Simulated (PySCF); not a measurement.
# Bi2OF4: other functionals and bases at one geometry

One table from this session's results is given with a row withheld; the runs are named, their logs left out.

Computed with PySCF 2.14.0. Level: several levels, as the steps say, no spin–orbit coupling.

2 further runs of the same task are left out: 2 for a known fault of the program.

### The starting structure

7 atoms, charge 0, spin multiplicity 1.

Bond lengths: Bi1–O3 2.089 Å, Bi1–F4 2.050 Å, Bi1–F5 2.050 Å, Bi2–O3 2.089 Å, Bi2–F6 2.050 Å, Bi2–F7 2.050 Å. Angles: O3–Bi1–F4 100.7°, O3–Bi1–F5 100.7°, F4–Bi1–F5 95.3°, O3–Bi2–F6 100.7°, O3–Bi2–F7 100.7°, F6–Bi2–F7 95.3°, Bi1–O3–Bi2 144.2°.

As a file:

| atom | x (Å) | y (Å) | z (Å) |
| --- | --- | --- | --- |
| Bi1 | 0.5851 | 0.0000 | 1.9885 |
| Bi2 | 0.5851 | 0.0000 | -1.9885 |
| O3 | 1.2265 | 0.0000 | 0.0000 |
| F4 | -0.7953 | 1.5152 | 1.9426 |
| F5 | -0.7953 | -1.5152 | 1.9426 |
| F6 | -0.7953 | 1.5152 | -1.9426 |
| F7 | -0.7953 | -1.5152 | -1.9426 |

Formal oxidation states: Bi +3. An earlier session relaxed this geometry at BP86, Bi def2-SVP with ECP60, O def2-SVP, F def2-SVP (singlet, point group C2v).

At BP86 on the finer grid: E = -903.912910 Eh, HOMO -7.42 eV, LUMO -2.51 eV, Mulliken charge on Bi1 +1.15 e, largest force component 0.040 eV/Å. 

Levels to run: M06-L; CAM-B3LYP; wB97X; TPSSh; BP86, TZVP; BP86, x2c-SVP. Hardware: 2 threads of Arm Neoverse V1, shared host.

The first run:

run.py (the lines that set the calculation) reads:

```python
mol = gto.M(atom='''
Bi     0.58512     0.00000     1.98850
Bi     0.58512     0.00000    -1.98850
O      1.22648     0.00000     0.00000
F     -0.79526     1.51519     1.94261
F     -0.79526    -1.51519     1.94261
F     -0.79526     1.51519    -1.94261
F     -0.79526    -1.51519    -1.94261''',
    basis={'Bi': 'def2-SVP', 'O': 'def2-SVP', 'F': 'def2-SVP'},
    ecp={'Bi': 'def2-SVP'},
    charge=0, spin=0)
mf = dft.RKS(mol, xc='M06L')
mf.grids.atom_grid = (75, 302)
mf = mf.density_fit()  # fitting sets: Bi def2-universal-JKFIT, O def2-universal-JKFIT, F def2-universal-JKFIT
mf.conv_tol = 1e-08; mf.max_cycle = 55
mf.kernel(dm0)  # dm0: the density of the relaxed state
```

Run with:

```sh
OMP_NUM_THREADS=2 python run.py
```

Steps of the session up to this table: M06-L; CAM-B3LYP; wB97X; TPSSh; BP86, TZVP; BP86, x2c-SVP.

One of the session's tables, all rows but one given; the rest of the session is left out.

| level | HOMO (eV) | gap (eV) | charge on Bi1 (e) | dipole (D) | largest force component (eV/Å) |
| --- | --- | --- | --- | --- | --- |
| BP86 (relaxed here) | -7.42 | 4.90 | 1.15 | 6.68 | 0.04 |
| M06-L | ? | ? | ? | ? | ? |
| CAM-B3LYP | -9.95 | 9.13 | 1.31 | 7.50 | 0.68 |
| wB97X | -10.82 | 11.01 | 1.34 | 7.64 | 0.66 |
| TPSSh | -7.98 | 5.89 | 1.27 | 7.11 | 0.36 |
| BP86, TZVP | -7.87 | 4.99 | 1.28 | 7.19 | 0.48 |
| BP86, x2c-SVP | -7.41 | 4.91 | 1.21 | 6.65 | 0.61 |

**Question.** Estimate the row for M06-L.

As computed: HOMO (eV): -7.54; gap (eV): 5.49; charge on Bi1 (e): 1.40; dipole (D): 7.55; largest force component (eV/Å): 0.27. In the column «HOMO (eV)» it lies between BP86, TZVP (-7.87) and BP86 (relaxed here) (-7.42).

In one basis the HOMO–LUMO gap runs from 4.90 eV (BP86) to 11.01 eV (wB97X). The largest leftover force, 0.68 eV/Å with CAM-B3LYP, stands at a geometry relaxed at another level. Total energies of different levels can't be compared.
